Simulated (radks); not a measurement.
# The Coulomb parameter U of the 3d shell of Ni⁺

The task here is to estimate one member of a computed series from the others.

Method: scalar-relativistic Kohn-Sham, LDA (Slater exchange, Perdew-Wang correlation), spin-unpolarised, spherical densities, finite nucleus. Code: radks (a radial shooting solver on a logarithmic mesh, Libxc functionals) version 1.

## The atom as given

| Property | Result |
| --- | --- |
| element | nickel (Z = 28) |
| charge | +1 |
| electrons | 27 |
| configuration | [Ar] 3d8 4p1 |
| nuclear rms radius | 3.7757 fm |

Outer shells as boxes (Hund's rule):

Ni⁺
```
[Ar] core
3d [↑↓][↑↓][↑↓][↑ ][↑ ]
4p [↑ ][  ][  ]
```

Set-up of the first run:

The run's settings:

```text
Z 28
configuration [Ar] 3d8 4p1
relativity scalar-relativistic
functional lda,pw
spin unpolarised
nucleus finite rms 3.7757 fm
c 137.035999084
```

Steps of the session up to this table: Start: [Ar] 3d8 4p1.

One table of the session follows, with a row left open; its other results are not shown here.

It belongs to the step «Start: [Ar] 3d8 4p1». From the orbitals of this run (lengths in bohr):

```
level      <r>  outermost maximum (interpolated)  90 % within  nodes
   1s  0.05417                            0.0355       0.0968      0
   2s   0.2454                             0.205        0.380      1
   2p   0.2155                             0.165        0.353      0
   3s   0.7419                             0.640         1.11      2
   3p   0.7797                             0.647         1.21      1
   3d        ?                                 ?            ?      ?
   4p    3.166                              2.61         4.81      2
```

Estimate the missing values for 3d.

As computed: <r>: 0.9836; outermost maximum (interpolated): 0.627; 90 % within: 1.72; nodes: 0. In the column «<r>» it lies between 3p (0.7797) and 4p (3.166).
